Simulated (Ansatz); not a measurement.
BrCdCl, SMILES [Cl][Cd][Br], a relaxed scan of one distance

Computed with the Ansatz DFT code, driven from Python.

Run as a notebook:

**Cell 1**
```python
import ansatz as az
import numpy as np

molecule = (
    az.Crystal.molecule()
    .atom("Cl", (0.894, 2.0221, 0.7003))
    .atom("Cd", (-0.792, 0.2276, -0.4058))
    .atom("Br", (-0.113, -2.3145, -0.3077))
)
```

**Cell 2**
```python
model = molecule.calculation()
model = model.basis(gaussian="def2-SVP")
model = model.functional("hf")
symbols = [site.symbol for site in molecule.cartesian_sites]
pairs = [(0, 1), (1, 2)]
print("held (A)   E (eV)        ", "  ".join(f"{symbols[i]}{i}-{symbols[j]}{j}" for i, j in pairs))
for length in [2.48, 2.7, 2.92, 3.24, 3.64]:
    rep = model.relax(constraints=[az.DistanceConstraint((0, 1), at=length)], force_tolerance=0.02, max_steps=60).run().report
    xyz = np.array(rep["positions_ang"])
    print(f"{length:6.2f} {rep['free_energy_ev']:14.5f}  ", "  ".join(f"{np.linalg.norm(xyz[i] - xyz[j]):.3f}" for i, j in pairs))
```
Output:
```text
held (A)   E (eV)         Cl0-Cd1  Cd1-Br2
DeckWarning: relax.constraints: the input's atoms, or those drawn, lie off the distances that are held; a relaxation that starts there is brought onto them ahead of its first SCF, by positions alone, an atom by 1.10e-1 Å at the most. With the symmetry [...]
  2.48   -87032.80556   2.480  2.440
  2.70   -87032.28970   2.700  2.440
  2.92   -87031.65880   2.920  2.439
  3.24   -87030.75310   3.240  2.438
  3.64   -87029.77991   3.640  2.438
```

Reading the output:
- Total energies depend on the basis set; only differences at equal settings carry meaning.
- Warnings are shown shortened and without file and line.
- The energies are electronic: no zero-point or thermal terms, and the basis set is short of its limit.
- def2 sets replace the cores of elements past krypton by effective core potentials.
- Finished in 60 s on 1 thread of Arm Neoverse V2, with other jobs on the host, peak memory 0.26 GiB.

(Lines on the test bed's own set-up are left out of the output.)
